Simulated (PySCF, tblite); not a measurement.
**C₈H₁₁ radical: geometry, infrared bands and EPR parameters**

Aim: predict the infrared bands and EPR parameters of C₈H₁₁ radical (`[H]/[C]=C(\C=C)C(=C)CC`).

The runs use tblite 0.8.0 and PySCF 2.14.0, with density-fitted response routines of our own; the level of theory stands in each step. All values are computed, except where a source is named. Atoms are numbered from 0 throughout.

### 1 The starting structure

19 atoms, charge 0, multiplicity 2; geometry from: force field or distance geometry start.

Bonds of the start (Å): C0–C1 1.29, C1–C2 1.47, C2–C3 1.32, C1–C4 1.47, C4–C5 1.34, C4–C6 1.51, C6–C7 1.53, C0–H8 1.06, C2–H9 1.08, C3–H10 1.10, C3–H11 1.08, C5–H12 1.08, C5–H13 1.08, C6–H14 1.10, C6–H15 1.10, C7–H16 1.09, C7–H17 1.10, C7–H18 1.09.

### 2 Optimising the geometry with GFN2-xTB

The job: settings as JSON, then the geometry in Å.

```
{"job": {"kind": "relax", "xc": "GFN2-xTB", "basis": "xTB"}, "charge": 0, "multiplicity": 2}
C     -0.119800     1.301400    -1.795800
C      0.452300     0.607800    -0.871400
C      1.749000     1.092700    -0.374100
C      2.215200     0.898900     0.849400
C     -0.154200    -0.675900    -0.473000
C      0.529500    -1.826700    -0.579900
C     -1.588000    -0.652100    -0.001500
C     -1.732500     0.011500     1.370800
H     -0.604600     1.868900    -2.555400
H      2.326700     1.684500    -1.071900
H      1.660600     0.321600     1.598000
H      3.174200     1.294100     1.154600
H      1.554700    -1.847100    -0.924600
H      0.093800    -2.778000    -0.307000
H     -2.233900    -0.137900    -0.725000
H     -1.978800    -1.678500     0.086700
H     -1.448700     1.065700     1.338700
H     -2.782800    -0.049600     1.696000
H     -1.122400    -0.492100     2.125400
```

On the command line:

```sh
> OMP_NUM_THREADS=1 python probes_run.py task.json out
```

This one command runs all jobs of the session in turn.

**Question.** This job is followed by: GFN2-xTB harmonic vibrations, gas phase; UKS B3LYP, pcH-1 on C H, non-relativistic, mean-field spin-orbit, GIAO. What will the session give for the following? strongest single infrared mode (GFN2-xTB); zero-point energy (GFN2-xTB); g(iso) (B3LYP); ⟨S²⟩; largest a(iso) (averaged by class); potential on the surface of density 0.002 e/bohr³, 1st and 99th percentile.

The runs gave:

| quantity | value |
| --- | --- |
| strongest single infrared mode (GFN2-xTB) | 3123 cm⁻¹, 70 km/mol |
| zero-point energy (GFN2-xTB) | 98.9 kcal/mol |
| g(iso) (B3LYP) | 2.00228 |
| ⟨S²⟩ | 0.764 (exact 0.75) |
| largest a(iso) (averaged by class) | 13C on C0, 320.1 MHz |
| potential on the surface of density 0.002 e/bohr³, 1st and 99th percentile | -0.73 V and 1.01 V |

**Reading.** Over 121 steps the energy fell by 0.263 eV; of the close pairs, C3–H10 changed most, 1.096 to 1.077 Å. All 51 modes are real, so the xTB geometry is a minimum. The strongest single mode, at 3123 cm⁻¹, moves mainly H12. GFN2-xTB is a fitted tight-binding method: band positions and strengths are rough. Its intensities can rank the bands wrongly. Most of the unpaired spin sits on C0 (1.08 e). The isotropic g lies 0.0 ppt below the free-electron value.
